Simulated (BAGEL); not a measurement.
# quartet BSiH2Cl2 at 3 levels

Aim: a comparison of 3 runs (UHF/STO-3G, UHF/6-31G*, UHF/cc-pVDZ) of quartet BSiH2Cl2. 

The results are computed with BAGEL 1.2.2.

## Step 1: The molecule

BSiH2Cl2: 6 atoms, total charge 0, spin state quartet. As SMILES of the parent species, `[SiH2]B(Cl)Cl`. The coordinates come from a GFN2-xTB relaxation. That shape belongs to the parent species and isn't relaxed for this state.

Bond lengths: Si1–B2 1.896 Å, B2–Cl3 1.758 Å, B2–Cl4 1.762 Å, Si1–H5 1.460 Å, Si1–H6 1.460 Å. Angles: Si1–B2–Cl3 121.8°, Si1–B2–Cl4 121.2°, Cl3–B2–Cl4 117.0°, B2–Si1–H5 125.4°, B2–Si1–H6 125.8°, H5–Si1–H6 108.8°.

## Step 2: The energy at UHF/STO-3G (density fitting with qzvpp-jkfit) (run 1)

File input.json:

```json
{ "bagel": [

{
  "title": "molecule",
  "basis": "sto-3g",
  "df_basis": "qzvpp-jkfit",
  "angstrom": "true",
  "geometry": [
    { "atom": "Si", "xyz": [      -0.277600,       0.899120,      -0.240490 ] },
    { "atom": "B", "xyz": [       0.260960,      -0.855210,       0.234790 ] },
    { "atom": "Cl", "xyz": [       0.075530,      -1.470010,       1.870910 ] },
    { "atom": "Cl", "xyz": [       0.980940,      -1.942080,      -0.950460 ] },
    { "atom": "H", "xyz": [      -0.162710,       1.486720,      -1.572240 ] },
    { "atom": "H", "xyz": [      -0.877120,       1.881470,       0.657500 ] }
  ]
},

{
  "title": "uhf",
  "nopen": 3
},

{
  "title": "print",
  "file": "orbitals.molden",
  "orbitals": "true"
}

]}
```

Launch:

```sh
BAGEL_NUM_THREADS=1 BAGEL input.json > input.out
```

The program printed:

```text
* using 1 threads per process

  ===============================================================
  ===============================================================

  *** Geometry ***

  { "atom" : "Si", "xyz" : [     -0.524588,      1.699091,     -0.454460 ] },
  { "atom" : "B", "xyz" : [      0.493143,     -1.616113,      0.443689 ] },
  { "atom" : "Cl", "xyz" : [      0.142731,     -2.777916,      3.535508 ] },
  { "atom" : "Cl", "xyz" : [      1.853708,     -3.669999,     -1.796109 ] },
  { "atom" : "H", "xyz" : [     -0.307477,      2.809494,     -2.971103 ] },
  { "atom" : "H", "xyz" : [     -1.657517,      3.555463,      1.242495 ] },

  Number of auxiliary basis functions:      495

  Since a DF basis is specified, we compute 2- and 3-index integrals:
    o Being stored without compression. Storage requirement is 0.005 GB

  Number of basis functions:       34
  Number of electrons      :       55

    * METHOD: MOLECULE                             0.20

  *** Open-shell HF ***

  === Nuclear Repulsion ===
   221.5756992508

      * DIIS with orbital gradients will be used.

  === UHF iteration (sto-3g) ===
      0      -1220.03032031          0.01715162           0.06
      1      -1220.08203964          0.00511980           0.05
      2      -1220.08754088          0.00197664           0.05
      3      -1220.08875970          0.00089000           0.05
      4      -1220.08929409          0.00020209           0.05
      5      -1220.08940851          0.00005292           0.05
      6      -1220.08942690          0.00002214           0.06
      7      -1220.08942903          0.00000925           0.06
      8      -1220.08942915          0.00000399           0.05
      9      -1220.08942920          0.00000191           0.05
     10      -1220.08942921          0.00000099           0.05
     11      -1220.08942922          0.00000035           0.05
     12      -1220.08942922          0.00000014           0.05
     13      -1220.08942922          0.00000007           0.05
     14      -1220.08942922          0.00000005           0.06
     15      -1220.08942922          0.00000003           0.06
     16      -1220.08942922          0.00000001           0.06
    * SCF iteration converged.

    * S^2 (UHF) is 3.7678

    * Permanent dipole moment:
           (    0.437230,    -1.412614,     0.375455) a.u.

    * METHOD: UHF                                  1.06

    * METHOD: PRINT                                0.00

  ===============================================================
```

Run time: 1.4 s. Hardware: 1 thread of Arm Neoverse V1, shared host.

## Step 3: A single-point energy at UHF/6-31G(d) (density fitting with qzvpp-jkfit, spherical functions) (run 2)

File input.json:

```json
{ "bagel": [

{
  "title": "molecule",
  "basis": "6-31gs.json",
  "df_basis": "qzvpp-jkfit",
  "angstrom": "true",
  "geometry": [
    { "atom": "Si", "xyz": [   -0.277600,    0.899120,   -0.240490 ] },
    { "atom": "B", "xyz": [    0.260960,   -0.855210,    0.234790 ] },
    { "atom": "Cl", "xyz": [    0.075530,   -1.470010,    1.870910 ] },
    { "atom": "Cl", "xyz": [    0.980940,   -1.942080,   -0.950460 ] },
    { "atom": "H", "xyz": [   -0.162710,    1.486720,   -1.572240 ] },
    { "atom": "H", "xyz": [   -0.877120,    1.881470,    0.657500 ] }
  ]
},
{
  "title": "uhf",
  "nopen": 3
},
{
  "title": "print",
  "file": "orbitals.molden",
  "orbitals": "true"
}

]}
```

The basis set 6-31G* is read from a file made from the Basis Set Exchange's data (not shown).

Launch:

```sh
BAGEL_NUM_THREADS=1 BAGEL input.json > input.out
```

The program printed:

```text
* using 1 threads per process

  ===============================================================
  ===============================================================

  *** Geometry ***

  { "atom" : "Si", "xyz" : [     -0.524588,      1.699091,     -0.454460 ] },
  { "atom" : "B", "xyz" : [      0.493143,     -1.616113,      0.443689 ] },
  { "atom" : "Cl", "xyz" : [      0.142731,     -2.777916,      3.535508 ] },
  { "atom" : "Cl", "xyz" : [      1.853708,     -3.669999,     -1.796109 ] },
  { "atom" : "H", "xyz" : [     -0.307477,      2.809494,     -2.971103 ] },
  { "atom" : "H", "xyz" : [     -1.657517,      3.555463,      1.242495 ] },

  Number of auxiliary basis functions:      495

  Since a DF basis is specified, we compute 2- and 3-index integrals:
    o Being stored without compression. Storage requirement is 0.021 GB

  Number of basis functions:       72
  Number of electrons      :       55

    * METHOD: MOLECULE                             0.24

  *** Open-shell HF ***

  === Nuclear Repulsion ===
   221.5756992508

      * DIIS with orbital gradients will be used.

  === UHF iteration (6-31gs.json) ===
      0      -1233.45692131          0.01589341           0.12
      1      -1233.52252679          0.00685676           0.12
      2      -1233.53261338          0.00327287           0.12
      3      -1233.53516972          0.00138138           0.12
      4      -1233.53629780          0.00053783           0.12
      5      -1233.53655905          0.00027661           0.12
      6      -1233.53667558          0.00010847           0.12
      7      -1233.53669758          0.00006672           0.12
      8      -1233.53670847          0.00001877           0.12
      9      -1233.53670974          0.00000869           0.12
     10      -1233.53671035          0.00000304           0.12
     11      -1233.53671041          0.00000130           0.12
     12      -1233.53671042          0.00000064           0.12
     13      -1233.53671042          0.00000027           0.12
     14      -1233.53671042          0.00000012           0.12
     15      -1233.53671042          0.00000007           0.12
     16      -1233.53671042          0.00000004           0.12
     17      -1233.53671042          0.00000003           0.12
     18      -1233.53671042          0.00000001           0.12
     19      -1233.53671042          0.00000001           0.12
    * SCF iteration converged.

    * S^2 (UHF) is 3.7746

    * Permanent dipole moment:
           (    0.260844,    -0.832032,     0.218976) a.u.

    * METHOD: UHF                                  2.59

    * METHOD: PRINT                                0.01

  ===============================================================
```

Run time: 3 s. Hardware: 1 thread of Arm Neoverse V1, shared host; peak memory 0.11 GiB.

## Step 4: The energy at UHF/cc-pVDZ (density fitting with qzvpp-jkfit) (run 3)

File hf.json:

```json
{ "bagel" : [

{
  "title" : "molecule",
  "basis" : "cc-pvdz.json",
  "df_basis" : "qzvpp-jkfit",
  "angstrom" : true,
  "geometry" : [
    { "atom" : "Si", "xyz" : [      -0.277600,       0.899120,      -0.240490 ] },
    { "atom" : "B", "xyz" : [       0.260960,      -0.855210,       0.234790 ] },
    { "atom" : "Cl", "xyz" : [       0.075530,      -1.470010,       1.870910 ] },
    { "atom" : "Cl", "xyz" : [       0.980940,      -1.942080,      -0.950460 ] },
    { "atom" : "H", "xyz" : [      -0.162710,       1.486720,      -1.572240 ] },
    { "atom" : "H", "xyz" : [      -0.877120,       1.881470,       0.657500 ] }
  ]
},

{ "title" : "uhf", "nopen" : 3 },

{ "title" : "print", "file" : "orbitals.molden", "orbitals" : true }

]}
```

The basis set cc-pVDZ is read from a file made from the Basis Set Exchange's data (not shown).

Launch:

```sh
BAGEL_NUM_THREADS=1 BAGEL hf.json > hf.out
```

The program printed:

```text
* using 1 threads per process

  ===============================================================
  ===============================================================

  *** Geometry ***

  { "atom" : "Si", "xyz" : [     -0.524588,      1.699091,     -0.454460 ] },
  { "atom" : "B", "xyz" : [      0.493143,     -1.616113,      0.443689 ] },
  { "atom" : "Cl", "xyz" : [      0.142731,     -2.777916,      3.535508 ] },
  { "atom" : "Cl", "xyz" : [      1.853708,     -3.669999,     -1.796109 ] },
  { "atom" : "H", "xyz" : [     -0.307477,      2.809494,     -2.971103 ] },
  { "atom" : "H", "xyz" : [     -1.657517,      3.555463,      1.242495 ] },

  Number of auxiliary basis functions:      495

  Since a DF basis is specified, we compute 2- and 3-index integrals:
    o Being stored without compression. Storage requirement is 0.024 GB

  Number of basis functions:       78
  Number of electrons      :       55

    * METHOD: MOLECULE                             0.23

  *** Open-shell HF ***

  === Nuclear Repulsion ===
   221.5756992508

      * DIIS with orbital gradients will be used.

  === UHF iteration (cc-pvdz.json) ===
      0      -1233.53661744          0.01236402           0.14
      1      -1233.59349674          0.00471647           0.14
      2      -1233.60116244          0.00196230           0.14
      3      -1233.60310729          0.00104034           0.14
      4      -1233.60384533          0.00049283           0.13
      5      -1233.60415635          0.00022897           0.14
      6      -1233.60422325          0.00012173           0.14
      7      -1233.60425150          0.00007360           0.14
      8      -1233.60426573          0.00002204           0.14
      9      -1233.60426719          0.00000881           0.14
     10      -1233.60426771          0.00000446           0.13
     11      -1233.60426790          0.00000185           0.13
     12      -1233.60426792          0.00000102           0.13
     13      -1233.60426793          0.00000049           0.14
     14      -1233.60426793          0.00000032           0.14
     15      -1233.60426793          0.00000024           0.14
     16      -1233.60426793          0.00000015           0.14
     17      -1233.60426793          0.00000008           0.14
     18      -1233.60426793          0.00000005           0.13
     19      -1233.60426793          0.00000004           0.14
     20      -1233.60426793          0.00000002           0.14
     21      -1233.60426793          0.00000001           0.14
    * SCF iteration converged.

    * S^2 (UHF) is 3.7755

    * Permanent dipole moment:
           (    0.224937,    -0.719934,     0.188419) a.u.

    * METHOD: UHF                                  3.16

    * METHOD: PRINT                                0.02

  ===============================================================
```

Run time: 3.6 s. Hardware: 1 thread of Arm Neoverse V1, shared host; peak memory 0.12 GiB.

## Step 5: All runs side by side

| run | level | energy (Eh) | dipole moment (D) | ⟨S²⟩ | wall time |
| --- | --- | --- | --- | --- | --- |
| 1 | UHF/STO-3G (density fitting with qzvpp-jkfit) | -1220.089429 | 3.88 | 3.768 | 1.4 s |
| 2 | UHF/6-31G* (density fitting with qzvpp-jkfit, spherical functions) | -1233.536710 | 2.29 | 3.775 | 3 s |
| 3 | UHF/cc-pVDZ (density fitting with qzvpp-jkfit) | -1233.604268 | 1.98 | 3.776 | 3.6 s |

## Step 6: What came out

| quantity | value |
| --- | --- |
| run 3: total energy | -1233.60427 Eh |
| run 3: dipole moment | 1.98 D |
| run 3: ⟨S²⟩ | 3.776 |

**Reading.** The dipole moment (its size) runs from 1.98 D (UHF/cc-pVDZ) to 3.88 D (UHF/STO-3G). In run 1 the basis is minimal, so the values are rough. All runs together took 8 s, the longest 3.6 s.
